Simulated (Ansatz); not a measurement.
# C2H6S2Zn: a ladder of functionals and wavefunction methods

The task here is to estimate one member of a computed series from the others.

Method: functionals in def2-TZVPP, the program's frozen cores in correlated methods; program: Ansatz 0.2.0, Gaussian basis.

Plan: LDA (SPW92), PBE-D4, revPBE-D4, BLYP-D4, r2SCAN-D4, B97M-V, PBE0-D4, B3LYP-D4, r2SCANh-D4, r2SCAN0-D4, HSE06-D4, BHLYP-D4, CAM-B3LYP-D4, LC-ωPBE, ωB97X-V, ωB97M-V, B2PLYP, PBE-QIDH; CCSD(T)/def2-SVP; CCSD(T)/def2-TZVPP; MP2/def2-QZVPP; extrapolation to the limit; RPA on PBE.

### The geometry

The geometry comes from an earlier relaxation with PBE0-D4 in a triple-zeta def2 set; it is a stationary point, not always the lowest conformer.

SMILES `C[S][Zn][S]C`, 11 atoms, charge 0, spin multiplicity 1.

Atoms are counted from 1 here; the program's logs count them from 0.

Bond lengths: C1–S2 1.824 Å, C1–H6 1.089 Å, C1–H7 1.089 Å, C1–H8 1.090 Å, S2–Zn3 2.161 Å, Zn3–S4 2.161 Å, S4–C5 1.824 Å, C5–H9 1.090 Å, C5–H10 1.089 Å, C5–H11 1.089 Å. Angles: S2–C1–H6 111.7°, S2–C1–H7 111.8°, S2–C1–H8 106.3°, H6–C1–H7 109.9°, H6–C1–H8 108.5°, H7–C1–H8 108.5°, C1–S2–Zn3 102.4°, S2–Zn3–S4 179.2°, Zn3–S4–C5 102.4°, S4–C5–H9 106.3°, S4–C5–H10 111.7°, S4–C5–H11 111.8°, H9–C5–H10 108.5°, H9–C5–H11 108.5°, H10–C5–H11 109.9°.

Geometry (Å):

```xyz
11
charge 0, multiplicity 1
C    -1.4259    2.3301   -0.8756
S     0.1554    1.7793   -1.5995
Zn    0.2722   -0.2775   -0.9459
S     0.3977   -2.3427   -0.3213
C     1.3185   -2.2206    1.2489
H    -2.2677    1.7578   -1.2621
H    -1.4121    2.2795    0.2120
H    -1.5515    3.3717   -1.1712
H     1.4207   -3.2390    1.6237
H     2.3142   -1.8056    1.1013
H     0.7785   -1.6330    1.9897
```

Set-up of the first run:

File in.yaml:

```yaml
crystal:
  periodic: [false, false, false]
  atoms:
    - {symbol: C, position_ang: [-1.425918, 2.330102, -0.875584]}
    - {symbol: S, position_ang: [0.155376, 1.779272, -1.599506]}
    - {symbol: Zn, position_ang: [0.272197, -0.277477, -0.945947]}
    - {symbol: S, position_ang: [0.397706, -2.342658, -0.321252]}
    - {symbol: C, position_ang: [1.318499, -2.220635, 1.248868]}
    - {symbol: H, position_ang: [-2.267657, 1.757771, -1.262107]}
    - {symbol: H, position_ang: [-1.412108, 2.279546, 0.212030]}
    - {symbol: H, position_ang: [-1.551499, 3.371718, -1.171222]}
    - {symbol: H, position_ang: [1.420718, -3.239049, 1.623708]}
    - {symbol: H, position_ang: [2.314215, -1.805567, 1.101340]}
    - {symbol: H, position_ang: [0.778491, -1.633033, 1.989661]}
basis:
  gaussian: {orbitals: def2-TZVPP}
hamiltonian: {xc: lda}
output: {orbitals: {seedname: orbitals}}
```

On the command line:

```console
$ ansatz run in.yaml --threads 2 --pin off --events-out ev --progress --plain --max-ram 32768MiB --backend cuda --devices 0, --max-vram 18GiB
```

Steps of the session up to this table: LDA; PBE-D4 (GGA); revPBE-D4 (GGA); BLYP-D4 (GGA); r2SCAN-D4 (meta-GGA); B97M-V (meta-GGA); PBE0-D4 (hybrid); B3LYP-D4 (hybrid); r2SCANh-D4 (hybrid); r2SCAN0-D4 (hybrid); HSE06-D4 (hybrid); BHLYP-D4 (hybrid); CAM-B3LYP-D4 (range-separated); LC-ωPBE (range-separated); ωB97X-V (range-separated); ωB97M-V (range-separated); B2PLYP (double hybrid); PBE-QIDH (double hybrid).

One of the session's tables, all rows but one given; the rest of the session is left out.

It belongs to the step «Orbital energies across the functionals». 

```
  functional  HOMO (eV)  gap (eV)
 LDA (SPW92)      -5.75      3.93
      PBE-D4      -5.62      4.05
   revPBE-D4      -5.56      4.11
     BLYP-D4      -5.46      3.96
   r2SCAN-D4      -5.86      4.57
      B97M-V      -5.92      4.46
     PBE0-D4      -6.78      6.01
    B3LYP-D4      -6.55      5.52
  r2SCANh-D4          ?         ?
  r2SCAN0-D4      -6.94      6.34
    HSE06-D4      -6.38      5.25
    BHLYP-D4      -7.81      7.76
CAM-B3LYP-D4      -8.09      8.17
     LC-ωPBE      -9.48     10.72
     ωB97X-V      -9.12     10.18
     ωB97M-V      -8.97      9.73
```

Estimate the missing values for r2SCANh-D4.

Worked estimate for «HOMO (eV)». Against the share of exact exchange, r2SCAN-D4 (0, -5.86), r2SCAN0-D4 (0.25, -6.94) give a slope of -4.32 per unit share; at 0.1 the line stands at -6.29.

The run gave: HOMO (eV): -6.29; gap (eV): 5.29. In «HOMO (eV)» the line misses by 0.00.
